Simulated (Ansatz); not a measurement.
# NbAs: the cost of one run

Program: Ansatz 0.2.0. Level of theory: DFT LDA, scalar-relativistic. These are calculated values, not measurements.

1 further run of the same task is left out (it didn't finish).

### 1 Starting point

It takes space group I4_1md (No. 109, tetragonal). Conventional cell: a = 3.452 Å, b = 3.452 Å, c = 11.680 Å, α = 90.00°, β = 90.00°, γ = 90.00°. Nb (site symmetry 2mm) is surrounded by 6 As at 2.60 to 2.63 Å. As (site symmetry 2mm) is surrounded by 6 Nb at 2.60 to 2.63 Å.

Structure file:

```cif
data_structure
_symmetry_space_group_name_H-M 'P 1'
_symmetry_Int_Tables_number 1
_cell_length_a 6.3295
_cell_length_b 6.3295
_cell_length_c 6.3295
_cell_angle_alpha 148.354
_cell_angle_beta 148.354
_cell_angle_gamma 45.363
_cell_volume 69.58
loop_
_atom_site_label
_atom_site_type_symbol
_atom_site_fract_x
_atom_site_fract_y
_atom_site_fract_z
_atom_site_occupancy
Nb1 Nb 0.75000 0.75000 0.00000 1
Nb2 Nb 0.50000 0.00000 0.50000 1
As1 As 0.16600 0.16600 0.00000 1
As2 As 0.91600 0.41600 0.50000 1
```

The geometry is a database entry used as it stands. It may stem from high pressure or temperature, or be incomplete, so it serves as a test cell.

Atoms are numbered in the order of the input: Nb1, Nb2, As3, As4.

### 2 LAPW, all electrons

input.yaml reads:

```yaml
crystal:
  lattice:
    - [-1.72585, 1.72585, 5.84]
    - [1.72585, -1.72585, 5.84]
    - [1.72585, 1.72585, -5.84]
  atoms:
    - { symbol: Nb, position: [0.75, 0.75, 0.0] }
    - { symbol: Nb, position: [0.5, 0.0, 0.5] }
    - { symbol: As, position: [0.166, 0.166, 0.0] }
    - { symbol: As, position: [0.916, 0.416, 0.5] }
kpoints:
  mp_grid: { grid: [15, 15, 15] }
  band_path:
    path:
      - [0.0, 0.0, 0.0]
      - [0.0, 0.0, 0.5]
      - [0.25, 0.25, 0.25]
      - [0.0, 0.5, 0.0]
      - [0.0, 0.0, 0.0]
      - [0.5, 0.5, -0.5]
      - [0.2718333516, 0.7281666484, -0.2718333516]
      - [-0.2718333516, 0.2718333516, 0.2718333516]
      - [0.0, 0.0, 0.0]
    npoints: 14
scf:
  occupations: { method: fermi_dirac, width: 0.08 }
hamiltonian:
  xc: lda
  pseudopotentials: { kind: all_electron, lapw: { basis_error: 0.0005 } }
output:
  forces: true
  stress: true
  eigenvalues: true
  populations: true
  dos: { projected: true, de: 0.2, e_range: [-14, 8] }
```

Run with:

```console
ansatz run input.yaml --threads 1 --pin off --max-ram 4096MiB --backend cpu --events-out ev --progress --plain --runs-dir out
```

What time and memory should one allow on 1 thread of Intel Xeon Platinum 8259CL at 2.50GHz (Skylake/Cascade Lake), shared host?

About 13 min, with a peak of 2.3 GiB.
